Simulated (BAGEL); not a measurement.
# SiN2H5OF (SMILES N[Si](N)(O)F): a chain of runs

Wanted: a series of 8 runs (RI-MP2/def2-SVP) of FH5N2OSi. 

The results are computed with BAGEL 1.2.2.

1 further run of the same task is left out (set aside as unsound or not needed).

## 1. Starting point

The species is SiN2H5OF (10 atoms), meant as a singlet with charge 0. SMILES: `N[Si](N)(O)F`. One bond was lengthened or shortened from a relaxed shape.

Bond lengths: N1–Si2 1.685 Å, Si2–N3 1.695 Å, Si2–O4 1.637 Å, Si2–F5 1.605 Å, N1–H6 1.004 Å, N1–H7 1.005 Å, N3–H8 1.005 Å, N3–H9 1.005 Å, O4–H10 0.814 Å. Some angles: N1–Si2–N3 109.0°, N1–Si2–O4 103.8°, N1–Si2–F5 116.8°, N3–Si2–O4 119.6°, N3–Si2–F5 102.6°, O4–Si2–F5 105.7°, Si2–N1–H6 122.0°, Si2–N1–H7 121.9°, Si2–N3–H8 121.3°, Si2–N3–H9 121.7°.

## 2. The energy at RI-MP2/def2-SVP (density fitting with svp-jkfit) (run 1)

Input file input.json:

```json
{ "bagel": [

{
  "title": "molecule",
  "basis": "svp",
  "df_basis": "svp-jkfit",
  "angstrom": true,
  "geometry": [
    { "atom": "N", "xyz": [      -0.356141,       1.390795,      -0.103055 ] },
    { "atom": "Si", "xyz": [       0.123059,      -0.201005,      -0.376555 ] },
    { "atom": "N", "xyz": [      -0.429041,      -1.169705,       0.899545 ] },
    { "atom": "O", "xyz": [       1.730659,      -0.082005,      -0.663355 ] },
    { "atom": "F", "xyz": [      -0.494241,      -0.931705,      -1.664855 ] },
    { "atom": "H", "xyz": [      -1.268641,       1.618495,       0.249045 ] },
    { "atom": "H", "xyz": [       0.106259,       2.167395,      -0.542355 ] },
    { "atom": "H", "xyz": [      -0.681541,      -2.131705,       0.752845 ] },
    { "atom": "H", "xyz": [      -0.179241,      -0.978305,       1.854245 ] },
    { "atom": "H", "xyz": [       2.068800,      -0.674900,      -1.106900 ] }
  ]
},

{
  "title": "hf"
},

{
  "title": "mp2",
  "ncore": 9
}

]}
```

Launch:

```sh
$ BAGEL_NUM_THREADS=1 BAGEL input.json > input.out
```

The log of the run:

```text
* using 1 threads per process

  ===============================================================
  ===============================================================

  *** Geometry ***

  { "atom" : "N", "xyz" : [     -0.673009,      2.628222,     -0.194746 ] },
  { "atom" : "Si", "xyz" : [      0.232548,     -0.379844,     -0.711586 ] },
  { "atom" : "N", "xyz" : [     -0.810770,     -2.210422,      1.699894 ] },
[... 6 lines of this table left out ...]
  { "atom" : "H", "xyz" : [      3.909465,     -1.275376,     -2.091738 ] },

[... 23 lines left out ...]
    * SCF iteration converged.
[... 1 line left out ...]
    * Permanent dipole moment:
[... 2 lines left out ...]
    * METHOD: HF                                   2.24

  *** RHF ***

  === Nuclear Repulsion ===
   267.1381743957

      * DIIS with orbital gradients will be used.

  === RHF iteration (svp) ===
      0       -574.89340599          0.00000000           0.17
    * SCF iteration converged.

    * Permanent dipole moment:
           (    0.041767,     0.101783,    -0.505590) a.u.

  === DF-MP2 calculation ===

    * freezing 9 orbitals
    * 3-index integral transformation done
    * assembly done

      MP2 correlation energy:   -0.7956652290      0.12

      MP2 total energy:       -575.6890712183

    * METHOD: MP2                                  0.51

  ===============================================================
```

Run time: 3.9 s. Hardware: 1 thread of Intel Xeon Platinum 8259CL at 2.50GHz (Skylake/Cascade Lake), shared host; peak memory 0.16 GiB.

## 3. Bond 10-4 at 0.958 A: the energy at RI-MP2/def2-SVP (density fitting with svp-jkfit) (run 2)

Input file job.json:

```json
{ "bagel" : [

{
  "title" : "molecule",
  "basis" : "svp",
  "df_basis" : "svp-jkfit",
  "angstrom" : true,
  "geometry" : [
    { "atom" : "N", "xyz" : [   -0.415794,    1.495389,   -0.024808 ] },
    { "atom" : "Si", "xyz" : [    0.063406,   -0.096411,   -0.298308 ] },
    { "atom" : "N", "xyz" : [   -0.488694,   -1.065111,    0.977792 ] },
    { "atom" : "O", "xyz" : [    1.671006,    0.022589,   -0.585108 ] },
    { "atom" : "F", "xyz" : [   -0.553894,   -0.827111,   -1.586608 ] },
    { "atom" : "H", "xyz" : [   -1.328294,    1.723089,    0.327292 ] },
    { "atom" : "H", "xyz" : [    0.046606,    2.271989,   -0.464108 ] },
    { "atom" : "H", "xyz" : [   -0.741194,   -2.027111,    0.831092 ] },
    { "atom" : "H", "xyz" : [   -0.238894,   -0.873711,    1.932492 ] },
    { "atom" : "H", "xyz" : [    2.068800,   -0.674900,   -1.106900 ] }
  ]
},
{ "title" : "hf" },
{ "title" : "mp2", "ncore" : 9 }

]}
```

Launch:

```sh
$ BAGEL_NUM_THREADS=1 BAGEL job.json > job.out
```

The log of the run:

```text
* using 1 threads per process

  ===============================================================
  ===============================================================

  *** Geometry ***

  { "atom" : "N", "xyz" : [     -0.785737,      2.825876,     -0.046880 ] },
  { "atom" : "Si", "xyz" : [      0.119820,     -0.182190,     -0.563720 ] },
  { "atom" : "N", "xyz" : [     -0.923498,     -2.012768,      1.847759 ] },
[... 6 lines of this table left out ...]
  { "atom" : "H", "xyz" : [      3.909465,     -1.275376,     -2.091738 ] },

[... 23 lines left out ...]
    * SCF iteration converged.
[... 1 line left out ...]
    * Permanent dipole moment:
[... 2 lines left out ...]
    * METHOD: HF                                   2.14

  *** RHF ***

  === Nuclear Repulsion ===
   266.0848135645

      * DIIS with orbital gradients will be used.

  === RHF iteration (svp) ===
      0       -574.91961712          0.00000000           0.12
    * SCF iteration converged.

    * Permanent dipole moment:
           (   -0.010973,     0.156721,    -0.455970) a.u.

  === DF-MP2 calculation ===

    * freezing 9 orbitals
    * 3-index integral transformation done
    * assembly done

      MP2 correlation energy:   -0.8008716472      0.10

      MP2 total energy:       -575.7204887641

    * METHOD: MP2                                  0.41

  ===============================================================
```

It took 3.6 s on 1 thread of Intel Xeon Platinum 8259CL at 2.50GHz (Skylake/Cascade Lake), shared host; peak memory 0.16 GiB.

Runs 3 to 5 aren't shown in full; the table further down has their settings and results.

## 4. Bond 10-4 at 1.819 A: a single-point energy at RI-MP2/def2-SVP (density fitting with svp-jkfit) (run 6)

Input file job.json:

```json
{ "bagel" : [

{
  "title" : "molecule",
  "basis" : "svp",
  "df_basis" : "svp-jkfit",
  "angstrom" : "true",
  "geometry" : [
    { "atom" : "N", "xyz" : [   -0.773833,    2.123173,    0.444837 ] },
    { "atom" : "Si", "xyz" : [   -0.294633,    0.531373,    0.171337 ] },
    { "atom" : "N", "xyz" : [   -0.846733,   -0.437327,    1.447437 ] },
    { "atom" : "O", "xyz" : [    1.312967,    0.650373,   -0.115463 ] },
    { "atom" : "F", "xyz" : [   -0.911933,   -0.199327,   -1.116963 ] },
    { "atom" : "H", "xyz" : [   -1.686333,    2.350873,    0.796937 ] },
    { "atom" : "H", "xyz" : [   -0.311433,    2.899773,    0.005537 ] },
    { "atom" : "H", "xyz" : [   -1.099233,   -1.399327,    1.300737 ] },
    { "atom" : "H", "xyz" : [   -0.596933,   -0.245927,    2.402137 ] },
    { "atom" : "H", "xyz" : [    2.068800,   -0.674900,   -1.106900 ] }
  ]
},
{ "title" : "hf" },
{ "title" : "mp2", "ncore" : 9 }

]}
```

Launch:

```sh
$ BAGEL_NUM_THREADS=1 BAGEL job.json > job.out
```

The log of the run:

```text
* using 1 threads per process

  ===============================================================
  ===============================================================

  *** Geometry ***

  { "atom" : "N", "xyz" : [     -1.462332,      4.012215,      0.840620 ] },
  { "atom" : "Si", "xyz" : [     -0.556776,      1.004149,      0.323780 ] },
  { "atom" : "N", "xyz" : [     -1.600093,     -0.826428,      2.735260 ] },
[... 6 lines of this table left out ...]
  { "atom" : "H", "xyz" : [      3.909465,     -1.275376,     -2.091738 ] },

[... 23 lines left out ...]
    * SCF iteration converged.
[... 1 line left out ...]
    * Permanent dipole moment:
[... 2 lines left out ...]
    * METHOD: HF                                   3.19

  *** RHF ***

  === Nuclear Repulsion ===
   262.5512065647

      * DIIS with orbital gradients will be used.

  === RHF iteration (svp) ===
      0       -574.71898459          0.00000001           0.12
    * SCF iteration converged.

    * Permanent dipole moment:
           (   -0.157001,     0.346681,    -0.281776) a.u.

  === DF-MP2 calculation ===

    * freezing 9 orbitals
    * 3-index integral transformation done
    * assembly done

      MP2 correlation energy:   -0.8350397607      0.10

      MP2 total energy:       -575.5540243545

    * METHOD: MP2                                  0.39

  ===============================================================
```

It took 4.8 s on 1 thread of Intel Xeon Platinum 8259CL at 2.50GHz (Skylake/Cascade Lake), shared host; peak memory 0.16 GiB.

Run 7 isn't shown in full; the table further down has it.

## 5. Bond 10-4 at 2.681 A: the energy at RI-MP2/def2-SVP (density fitting with svp-jkfit) (run 8)

Input file mp2.json:

```json
{ "bagel" : [

{
  "title" : "molecule",
  "basis" : "svp",
  "df_basis" : "svp-jkfit",
  "angstrom" : "true",
  "geometry" : [
    { "atom" : "N", "xyz" : [   -1.131831,    2.750884,    0.914428 ] },
    { "atom" : "Si", "xyz" : [   -0.652631,    1.159084,    0.640928 ] },
    { "atom" : "N", "xyz" : [   -1.204731,    0.190384,    1.917028 ] },
    { "atom" : "O", "xyz" : [    0.954969,    1.278084,    0.354128 ] },
    { "atom" : "F", "xyz" : [   -1.269931,    0.428384,   -0.647372 ] },
    { "atom" : "H", "xyz" : [   -2.044331,    2.978584,    1.266528 ] },
    { "atom" : "H", "xyz" : [   -0.669431,    3.527484,    0.475128 ] },
    { "atom" : "H", "xyz" : [   -1.457231,   -0.771616,    1.770328 ] },
    { "atom" : "H", "xyz" : [   -0.954931,    0.381784,    2.871728 ] },
    { "atom" : "H", "xyz" : [    2.068800,   -0.674900,   -1.106900 ] }
  ]
},
{ "title" : "hf" },
{ "title" : "mp2", "ncore" : 9 }

]}
```

Launch:

```sh
$ BAGEL_NUM_THREADS=1 BAGEL mp2.json > mp2.out
```

The log of the run:

```text
* using 1 threads per process

  ===============================================================
  ===============================================================

  *** Geometry ***

  { "atom" : "N", "xyz" : [     -2.138851,      5.198417,      1.728018 ] },
  { "atom" : "Si", "xyz" : [     -1.233294,      2.190351,      1.211178 ] },
  { "atom" : "N", "xyz" : [     -2.276612,      0.359774,      3.622658 ] },
[... 6 lines of this table left out ...]
  { "atom" : "H", "xyz" : [      3.909465,     -1.275376,     -2.091738 ] },

[... 23 lines left out ...]
    * SCF iteration converged.
[... 1 line left out ...]
    * Permanent dipole moment:
[... 2 lines left out ...]
    * METHOD: HF                                   3.75

  *** RHF ***

  === Nuclear Repulsion ===
   260.7049899652

      * DIIS with orbital gradients will be used.

  === RHF iteration (svp) ===
      0       -574.59513754          0.00000001           0.11
    * SCF iteration converged.

    * Permanent dipole moment:
           (   -0.169839,     0.373478,    -0.242234) a.u.

  === DF-MP2 calculation ===

    * freezing 9 orbitals
    * 3-index integral transformation done
    * assembly done

      MP2 correlation energy:   -0.8929654575      0.10

      MP2 total energy:       -575.4881029997

    * METHOD: MP2                                  0.38

  ===============================================================
```

It took 5.1 s on 1 thread of Intel Xeon Platinum 8259CL at 2.50GHz (Skylake/Cascade Lake), shared host; peak memory 0.16 GiB.

## 6. The series

| run | partner | energy (Eh) | correlation energy (mEh) | wall time |
| --- | --- | --- | --- | --- |
| 1 | bond 10-4 at 0.814 A | -575.689071 | -795.7 | 3.9 s |
| 2 | bond 10-4 at 0.958 A | -575.720489 | -800.9 | 3.6 s |
| 3 | bond 10-4 at 1.101 A | -575.705858 | -806.0 | 4.2 s |
| 4 | bond 10-4 at 1.293 A | -575.663638 | -812.8 | 4.5 s |
| 5 | bond 10-4 at 1.532 A | -575.607796 | -822.0 | 4.5 s |
| 6 | bond 10-4 at 1.819 A | -575.554024 | -835.0 | 4.8 s |
| 7 | bond 10-4 at 2.203 A | -575.509087 | -857.3 | 5.1 s |
| 8 | bond 10-4 at 2.681 A | -575.488103 | -893.0 | 5.1 s |

## 7. Summary of results

| quantity | value |
| --- | --- |
| bond 10-4 at 2.681 A: total energy | -575.48810 Eh |
| bond 10-4 at 2.681 A: correlation energy (9 core orbitals frozen) | -893.0 mEh |

**Reading.** The lowest energy is that of run 2; the highest lies 6.324 eV above it. In runs 6, 7, 8 a closed-shell determinant meets a far-stretched bond, which it describes badly. All runs together took 36 s, the longest 5.1 s.
